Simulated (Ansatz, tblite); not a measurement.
# The cluster In3P3+: rung by rung

An exercise on one series of results from a longer session: the logs are not shown, and one member is left open.

Computed with Ansatz 0.2.0, Gaussian basis. Level: as each input shows.

The runs, in order: GFN1-xTB, GFN2-xTB, PBE-D4/def2-TZVP, r2SCAN-D4/def2-TZVP, LC-ωPBE/def2-TZVP, PBE-QIDH/def2-TZVP, PBE-D4/def2-SVP, PBE0-D4/def2-SVP, CCSD(T)/def2-SVP, MP2/def2-TZVP.

11 further runs of the same task are left out: 4 that didn't finish, 7 set aside as unsound or not needed. Runs told in other sessions of the task aren't counted.

**The geometry**

The geometry is that of the doublet, from an earlier relaxation (PBE-D4/def2-SVP). At that level it is the lowest of the isomers that a small search found.

6 atoms, charge 1, spin multiplicity 2.

Bond lengths: In1–P6 2.969 Å, In2–P4 2.933 Å, In2–P5 2.845 Å, In3–P4 2.740 Å, In3–P5 2.930 Å, P4–P5 2.345 Å, P4–P6 2.164 Å, P5–P6 2.219 Å. Angles: P4–In2–P5 47.9°, P4–In3–P5 48.7°, In2–P4–In3 130.3°, In2–P4–P5 64.1°, In2–P4–P6 84.0°, In3–P4–P5 69.9°, In3–P4–P6 88.0°, P5–P4–P6 58.8°, In2–P5–In3 126.1°, In2–P5–P4 68.0°, In2–P5–P6 85.2°, In3–P5–P4 61.4°, In3–P5–P6 82.4°, P4–P5–P6 56.5°, In1–P6–P4 120.8°, In1–P6–P5 75.0°, P4–P6–P5 64.7°.

Coordinates:

```xyz
6

In   -1.0327   -2.1430   -1.8668
In    2.6019    0.7235    1.5050
In   -2.4249    0.3068    0.4770
P     0.0088    1.5651    0.4234
P     0.3005   -0.7452    0.7038
P     0.5465    0.2928   -1.2425
```

In takes a core potential in the def2 sets. No spin-orbit coupling is included. The ion is computed in the gas phase, without counter-ions or solvent.

PBE0-D4/def2-TZVP was run before; its log isn't repeated, and its numbers join the tables.

Set-up of the first run:

Tight binding, by tblite at 300 K electronic temperature and without a spin-polarisation term:

```python
tblite.interface.Calculator('GFN1-xTB', numbers, positions, charge=1, uhf=1).singlepoint()
```

Tight binding, by tblite at 300 K electronic temperature and without a spin-polarisation term:

```python
tblite.interface.Calculator('GFN2-xTB', numbers, positions, charge=1, uhf=1).singlepoint()
```

start.molden holds the orbitals of an earlier run on this state, given as this run's starting guess.

in.yaml

```yaml
crystal:
  periodic: [false, false, false]
  atoms:
    - {symbol: In, position_ang: [-1.032747, -2.142998, -1.866822]}
    - {symbol: In, position_ang: [2.601877, 0.723509, 1.505048]}
    - {symbol: In, position_ang: [-2.424894, 0.306810, 0.477043]}
    - {symbol: P, position_ang: [0.008770, 1.565064, 0.423383]}
    - {symbol: P, position_ang: [0.300457, -0.745223, 0.703811]}
    - {symbol: P, position_ang: [0.546527, 0.292827, -1.242463]}
basis:
  gaussian: {orbitals: def2-TZVP, initial_orbitals: start.molden}
total_charge: 1
magnetization: {spin_polarized: true, initial_magnetization: 1}
hamiltonian: {xc: pbe, dispersion: d4}
scf: {omitted_lower_state_checks: [starts]}
output: {forces: true, orbitals: {seedname: orbitals}}
```

Launch:

```sh
> ansatz run in.yaml --threads 4 --pin off --events-out ev --progress --plain --max-ram 4787MiB
```

Among the steps run: PBE-D4/def2-TZVP; r2SCAN-D4/def2-TZVP; LC-ωPBE/def2-TZVP; PBE-QIDH/def2-TZVP; PBE-D4/def2-SVP; PBE0-D4/def2-SVP; CCSD(T)/def2-SVP; MP2/def2-TZVP.

One table of the session follows, with a row left open; its other results are not shown here.

It belongs to the step «Levels side by side». 

| level | HOMO (eV) | LUMO (eV) | gap (eV) |
| --- | --- | --- | --- |
| PBE-D4/def2-SVP | -8.47 | -8.03 | 0.44 |
| PBE-D4/def2-TZVP | -8.42 | -7.97 | 0.46 |
| r2SCAN-D4/def2-TZVP | -8.70 | -7.93 | 0.77 |
| PBE0-D4/def2-SVP | -9.26 | -7.41 | 1.85 |
| PBE0-D4/def2-TZVP | ? | ? | ? |
| LC-ωPBE/def2-TZVP | -11.29 | -5.46 | 5.83 |

**Question.** Estimate the row for PBE0-D4/def2-TZVP.

**Answer.** HOMO (eV): -9.20; LUMO (eV): -7.33; gap (eV): 1.87. In the column «HOMO (eV)» it lies between PBE0-D4/def2-SVP (-9.26) and r2SCAN-D4/def2-TZVP (-8.70).
